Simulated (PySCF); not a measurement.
# One shape, several levels: AlGeH4Cl (SMILES [Cl][AlH][GeH3])

Wanted: a comparison of 6 runs (HF/STO-3G, BHLYP/def2-SVP, M06-L/def2-SVP, PBE0/def2-SVP, revPBE/def2-SVP, SCS-MP2/def2-SVP) of AlGeH4Cl. Input form: a Python script.

The results are computed with PySCF 2.14.0.

2 further runs of the same task are left out: 2 set aside as unsound or not needed.

## (1) The structure to begin with

The species is AlGeH4Cl (7 atoms), meant as a singlet with charge 0. As SMILES, `[Cl][AlH][GeH3]`. One bond was lengthened or shortened from a relaxed shape.

Bond lengths: Cl1–Al2 2.102 Å, Al2–Ge3 2.838 Å, Al2–H4 1.580 Å, Ge3–H5 1.540 Å, Ge3–H6 1.540 Å, Ge3–H7 1.540 Å. Angles: Cl1–Al2–Ge3 116.8°, Cl1–Al2–H4 116.5°, Ge3–Al2–H4 126.7°, Al2–Ge3–H5 111.0°, Al2–Ge3–H6 111.0°, Al2–Ge3–H7 112.3°, H5–Ge3–H6 107.2°, H5–Ge3–H7 107.6°, H6–Ge3–H7 107.6°.

## (2) The energy at HF/STO-3G (run 1)

job.py reads:

```python
from pyscf import gto

mol = gto.Mole()
mol.atom = '''
Cl    -2.638288    -1.868407    -0.091227
Al    -0.564388    -1.655907     0.180173
Ge     0.501100     0.959800    -0.093300
H      0.240512    -2.973207     0.515673
H      0.225700     1.522500    -1.499900
H     -0.144000     1.926400     0.916800
H      2.023700     0.997300     0.133100
'''
mol.basis = 'sto-3g'
mol.spin = 0
mol.max_memory = 1860
mol.verbose = 4
mol.build()

mf = mol.RHF()
mf.conv_tol = 1e-10
mf.kernel()
if not mf.converged:
    mf = mf.newton().run(mf.mo_coeff, mf.mo_occ)

e_final = mf.e_tot
print(f'total energy: {e_final:.8f} hartree')
```

Command:

```sh
$ OMP_NUM_THREADS=1 python job.py
```

Log:

```text
PySCF version 2.14.0

[INPUT] num. atoms = 7
[INPUT] num. electrons = 66
[INPUT] charge = 0
[INPUT] spin (= nelec alpha-beta = 2S) = 0
[INPUT] symmetry False subgroup None
[INPUT] Mole.unit = angstrom
[INPUT] Symbol           X                Y                Z      unit          X                Y                Z       unit  Magmom
[INPUT]  1 Cl    -2.638288000000  -1.868407000000  -0.091227000000 AA   -4.985641757727  -3.530777519220  -0.172394045166 Bohr   0.0
[INPUT]  2 Al    -0.564388000000  -1.655907000000   0.180173000000 AA   -1.066538747991  -3.129210717750   0.340477625041 Bohr   0.0
[INPUT]  3 Ge     0.501100000000   0.959800000000  -0.093300000000 AA    0.946941761020   1.813759134358  -0.176311447422 Bohr   0.0
[INPUT]  4 H      0.240512000000  -2.973207000000   0.515673000000 AA    0.454501809671  -5.618546941640   0.974480739833 Bohr   0.0
[INPUT]  5 H      0.225700000000   1.522500000000  -1.499900000000 AA    0.426511186314   2.877108024650  -2.834400214235 Bohr   0.0
[INPUT]  6 H     -0.144000000000   1.926400000000   0.916800000000 AA   -0.272120561937   3.640368406362   1.732500911001 Bohr   0.0
[INPUT]  7 H      2.023700000000   0.997300000000   0.133100000000 AA    3.824238758282   1.884623864029   0.251522547180 Bohr   0.0

nuclear repulsion = 257.866592831518
number of shells = 22
number of NR pGTOs = 120
number of NR cGTOs = 40
basis = sto-3g
ecp = {}

******** <class 'pyscf.scf.hf.RHF'> ********
method = RHF
initial guess = minao
damping factor = 0
level_shift factor = 0
DIIS = <class 'pyscf.scf.diis.CDIIS'>
diis_start_cycle = 1
diis_space = 8
diis_damp = 0
SCF conv_tol = 1e-10
SCF conv_tol_grad = None
SCF max_cycles = 50
direct_scf = True
direct_scf_tol = 1e-13
Set gradient conv threshold to 1e-05
Initial guess from minao.
init E= -2744.13833938354
  HOMO = -0.438126658443418  LUMO = -0.076481988438753  gap/eV = 9.84085
cycle= 1 E= -2747.6240527035  delta_E= -3.49  |g|= 0.475  |ddm|= 2.72
  HOMO = -0.224930290856816  LUMO = 0.201960714636604  gap/eV = 11.61630
cycle= 2 E= -2747.74188487403  delta_E= -0.118  |g|= 0.0731  |ddm|= 1.16
  HOMO = -0.259749610622377  LUMO = 0.23533286521679  gap/eV = 13.47188
cycle= 3 E= -2747.74433136859  delta_E= -0.00245  |g|= 0.0162  |ddm|= 0.138
  HOMO = -0.264114753093863  LUMO = 0.236539741599836  gap/eV = 13.62350
cycle= 4 E= -2747.744542209  delta_E= -0.000211  |g|= 0.00283  |ddm|= 0.0465
  HOMO = -0.263295596998713  LUMO = 0.237565614305042  gap/eV = 13.62913
cycle= 5 E= -2747.7445493773  delta_E= -7.17e-06  |g|= 0.000331  |ddm|= 0.00985
  HOMO = -0.263355207403544  LUMO = 0.237452823738686  gap/eV = 13.62768
cycle= 6 E= -2747.74454947057  delta_E= -9.33e-08  |g|= 6.06e-05  |ddm|= 0.00104
  HOMO = -0.263352577386839  LUMO = 0.23746911789935  gap/eV = 13.62805
cycle= 7 E= -2747.74454947421  delta_E= -3.65e-09  |g|= 7.81e-06  |ddm|= 0.000228
  HOMO = -0.263351038730719  LUMO = 0.237466654634921  gap/eV = 13.62794
cycle= 8 E= -2747.74454947428  delta_E= -6.14e-11  |g|= 8.6e-07  |ddm|= 2.74e-05
  HOMO = -0.263351253523908  LUMO = 0.23746681189171  gap/eV = 13.62795
Extra cycle  E= -2747.74454947428  delta_E= -4.09e-12  |g|= 2.95e-07  |ddm|= 2.23e-06
converged SCF energy = -2747.74454947428
total energy: -2747.74454947 hartree
```

It took 1.1 s on 1 thread of Intel Xeon at 2.70GHz, shared host; peak memory 0.12 GiB.

## (3) A single-point energy at BHLYP/def2-SVP (run 2)

geometry.xyz reads:

```xyz
7

Cl    -2.638288    -1.868407    -0.091227
Al    -0.564388    -1.655907     0.180173
Ge     0.501100     0.959800    -0.093300
H      0.240512    -2.973207     0.515673
H      0.225700     1.522500    -1.499900
H     -0.144000     1.926400     0.916800
H      2.023700     0.997300     0.133100
```

input.py reads:

```python
from pyscf import gto, dft

molecule = gto.M(
    atom='geometry.xyz',
    basis='def2-svp',
    max_memory=1860,
    verbose=4,
)

calc0 = dft.RKS(molecule)
calc0.xc = 'bhandhlyp'
calc0.grids.level = 5
calc0.conv_tol = 1e-10
calc0.kernel()
if not calc0.converged:
    calc0 = calc0.newton().run(calc0.mo_coeff, calc0.mo_occ)

energy = calc0.e_tot
print('Final energy', energy)
```

Command:

```sh
$ OMP_NUM_THREADS=1 python input.py
```

Log:

```text
PySCF version 2.14.0

[INPUT] num. atoms = 7
[INPUT] num. electrons = 66
[INPUT] charge = 0
[INPUT] spin (= nelec alpha-beta = 2S) = 0
[INPUT] symmetry False subgroup None
[INPUT] Mole.unit = angstrom
[INPUT] Symbol           X                Y                Z      unit          X                Y                Z       unit  Magmom
[INPUT]  1 Cl    -2.638288000000  -1.868407000000  -0.091227000000 AA   -4.985641757727  -3.530777519220  -0.172394045166 Bohr   0.0
[INPUT]  2 Al    -0.564388000000  -1.655907000000   0.180173000000 AA   -1.066538747991  -3.129210717750   0.340477625041 Bohr   0.0
[INPUT]  3 Ge     0.501100000000   0.959800000000  -0.093300000000 AA    0.946941761020   1.813759134358  -0.176311447422 Bohr   0.0
[INPUT]  4 H      0.240512000000  -2.973207000000   0.515673000000 AA    0.454501809671  -5.618546941640   0.974480739833 Bohr   0.0
[INPUT]  5 H      0.225700000000   1.522500000000  -1.499900000000 AA    0.426511186314   2.877108024650  -2.834400214235 Bohr   0.0
[INPUT]  6 H     -0.144000000000   1.926400000000   0.916800000000 AA   -0.272120561937   3.640368406362   1.732500911001 Bohr   0.0
[INPUT]  7 H      2.023700000000   0.997300000000   0.133100000000 AA    3.824238758282   1.884623864029   0.251522547180 Bohr   0.0

nuclear repulsion = 257.866592831518
number of shells = 40
number of NR pGTOs = 174
number of NR cGTOs = 88
basis = def2-svp
ecp = {}

******** <class 'pyscf.dft.rks.RKS'> ********
method = RKS
initial guess = minao
damping factor = 0
level_shift factor = 0
DIIS = <class 'pyscf.scf.diis.CDIIS'>
diis_start_cycle = 1
diis_space = 8
diis_damp = 0
SCF conv_tol = 1e-10
SCF conv_tol_grad = None
SCF max_cycles = 50
direct_scf = True
direct_scf_tol = 1e-13
XC library pyscf.dft.libxc version 7.0.0
    S. Lehtola, C. Steigemann, M. J.T. Oliveira, and M. A.L. Marques.,  SoftwareX 7, 1–5 (2018)
XC functionals = bhandhlyp
    Defined through Gaussian implementation.
radial grids:
    Treutler-Ahlrichs [JCP 102, 346 (1995); DOI:10.1063/1.469408] (M4) radial grids

becke partition: Becke, JCP 88, 2547 (1988); DOI:10.1063/1.454033
pruning grids: <function nwchem_prune>
grids dens level: 5
symmetrized grids: False
atomic radii adjust function: <function treutler_atomic_radii_adjust>
small_rho_cutoff = 0
Set gradient conv threshold to 1e-05
[... 1 set-up line as earlier in the session ...]
tot grids = 224992
init E= -2780.7176806924
  HOMO = -0.255827660481799  LUMO = -0.0526151330160975  gap/eV = 5.52969
cycle= 1 E= -2781.54432589586  delta_E= -0.827  |g|= 0.351  |ddm|= 2.37
  HOMO = -0.314804211906277  LUMO = -0.0623781472323763  gap/eV = 6.86886
cycle= 2 E= -2781.55954276567  delta_E= -0.0152  |g|= 0.289  |ddm|= 0.736
  HOMO = -0.301072231218728  LUMO = -0.0412601644293709  gap/eV = 7.06985
cycle= 3 E= -2781.57740692996  delta_E= -0.0179  |g|= 0.0156  |ddm|= 0.345
  HOMO = -0.30042653371454  LUMO = -0.0379932688625511  gap/eV = 7.14117
cycle= 4 E= -2781.57751234603  delta_E= -0.000105  |g|= 0.00541  |ddm|= 0.0402
  HOMO = -0.301017651707779  LUMO = -0.0390085529701651  gap/eV = 7.12963
cycle= 5 E= -2781.57752118391  delta_E= -8.84e-06  |g|= 0.0019  |ddm|= 0.00902
  HOMO = -0.301101562163776  LUMO = -0.0390254192127566  gap/eV = 7.13146
cycle= 6 E= -2781.57752188583  delta_E= -7.02e-07  |g|= 0.000235  |ddm|= 0.00254
  HOMO = -0.301104160529053  LUMO = -0.0390090481709442  gap/eV = 7.13197
cycle= 7 E= -2781.57752190961  delta_E= -2.38e-08  |g|= 5.04e-05  |ddm|= 0.000541
  HOMO = -0.301106559761874  LUMO = -0.0390152433404696  gap/eV = 7.13187
cycle= 8 E= -2781.57752191088  delta_E= -1.28e-09  |g|= 1.07e-05  |ddm|= 0.000124
  HOMO = -0.301105719942103  LUMO = -0.0390131324367839  gap/eV = 7.13190
cycle= 9 E= -2781.57752191095  delta_E= -6.18e-11  |g|= 2.42e-06  |ddm|= 2.58e-05
  HOMO = -0.301105796909451  LUMO = -0.0390132517570283  gap/eV = 7.13190
Extra cycle  E= -2781.57752191095  delta_E= -9.09e-13  |g|= 1.12e-06  |ddm|= 5.93e-06
converged SCF energy = -2781.57752191095
Final energy -2781.5775219109464
```

Wall time 18 s (1 thread of Intel Xeon at 2.70GHz, shared host); peak memory 0.46 GiB.

Runs 3 to 5 aren't shown in full; the table further down has their settings and results.

## (4) A single-point energy at SCS-MP2/def2-SVP (run 6)

geometry.xyz is that of step 3.

run.py reads:

```python
from pyscf import gto, mp

molecule = gto.M(
    atom='geometry.xyz',
    basis='def2-svp',
    max_memory=1860,
    spin=0,
    verbose=3,
)

hf = molecule.RHF()
hf.conv_tol = 1e-10
hf.kernel()
if not hf.converged:
    hf = hf.newton().run(hf.mo_coeff, hf.mo_occ)

pt = mp.MP2(hf, frozen=19).run()
etot = hf.e_tot + 1.2 * pt.e_corr_os + pt.e_corr_ss / 3
print('E = %.10f Eh' % etot)
```

Command:

```sh
$ OMP_NUM_THREADS=1 python run.py
```

Log:

```text
converged SCF energy = -2778.6815208201
E(RMP2) = -2779.1091220159  E_corr = -0.427601195798584
E(SCS-RMP2) = -2779.09993994796  E_corr = -0.418419127857472
E = -2779.0999399480 Eh
```

Wall time 2.1 s (1 thread of Intel Xeon at 2.70GHz, shared host); peak memory 0.2 GiB.

## (5) Overview of the runs

| run | level | integration grid | frozen core orbitals | energy (Eh) | dipole moment (D) of the reference | HOMO energy (eV) | LUMO energy (eV) | wall time |
| --- | --- | --- | --- | --- | --- | --- | --- | --- |
| 1 | HF/STO-3G | – | – | -2747.744549 | 2.80 | -7.17 | 6.46 | 1.1 s |
| 2 | BHLYP/def2-SVP | 5 | – | -2781.577522 | 1.08 | -8.19 | -1.06 | 18 s |
| 3 | M06-L/def2-SVP | 5 | – | -2781.542112 | 1.12 | -6.50 | -2.19 | 29 s |
| 4 | PBE0/def2-SVP | 5 | – | -2781.066536 | 1.02 | -7.33 | -1.88 | 18 s |
| 5 | revPBE/def2-SVP | 5 | – | -2781.298113 | 0.86 | -6.26 | -2.50 | 20 s |
| 6 | SCS-MP2/def2-SVP | – | 19 | -2779.099940 | 1.22 | -9.60 | 0.89 | 2.1 s |

## (6) Outcome

| quantity | value |
| --- | --- |
| run 6: total energy | -2779.09994 Eh |
| run 6: dipole moment (Hartree–Fock density) | 1.22 D |
| run 6: HOMO energy (Hartree–Fock orbitals) | -9.60 eV |
| run 6: LUMO energy (Hartree–Fock orbitals) | 0.89 eV |
| run 6: HOMO–LUMO gap (Hartree–Fock orbitals) | 10.49 eV |
| run 6: correlation energy (19 core orbitals frozen) | -418.4 mEh |

Over runs 1, 2, 3, 4, 5 the dipole moment (its size) runs from 0.86 D (revPBE/def2-SVP) to 2.80 D (HF/STO-3G). The two ends differ in method and basis. Over runs 1, 2, 3, 4, 5 the HOMO–LUMO gap runs from 3.76 eV (revPBE/def2-SVP) to 13.63 eV (HF/STO-3G). Totals of different functionals can't be ranked against each other. In run 1 the basis is minimal, so the values are rough. All runs together took 88 s, the longest 29 s.
